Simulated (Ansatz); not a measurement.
BiS, 2 atoms in the cell. Symmetry: Pm-3m, No. 221, cubic system. The conventional cell has a = 4.003 Å, b = 4.003 Å, c = 4.003 Å, α = 90.00°, β = 90.00°, γ = 90.00°. Around Bi (site symmetry m-3m) lie 8 S at 3.47 Å. S (site symmetry m-3m) is surrounded by 8 Bi at 3.47 Å. The cell was built by a generator and needn't be a form met in nature.

| Property | Result |
| --- | --- |
| Program | Ansatz 0.2.0 |
| Task | band structure |
| Functional | r2SCAN |
| Potentials or basis | Ansatz PAW |
| Cutoff | 500 eV (not typed: the program's choice for these potentials) |
| k mesh | 5 × 5 × 5 |
| Occupations | fermi-dirac, width 0.05 eV |
| Spin | spin-orbit coupling, no magnetisation |
| Path | [["G", "X", "M", "G", "R", "X"], ["M", "R"]] |
| Points for each segment of the path | 14 |

Potentials or basis: Ansatz PAW.

Launch:

```sh
$ ansatz run input.yaml --threads 2 --pin off --max-ram 5632MiB --backend cpu --events-out ev --progress --plain --runs-dir out
```

Hardware: 2 threads of AMD EPYC 9R45 96-Core Processor (Zen 5) (shared host).

Q: How long does it take, and how much memory?

A: Run time: 8.9 s on 2 threads of AMD EPYC 9R45 96-Core Processor (Zen 5) (shared host), peak memory 0.62 GiB. Counts: scf iterations 8, plane waves 1647, k points 10, bands 27.
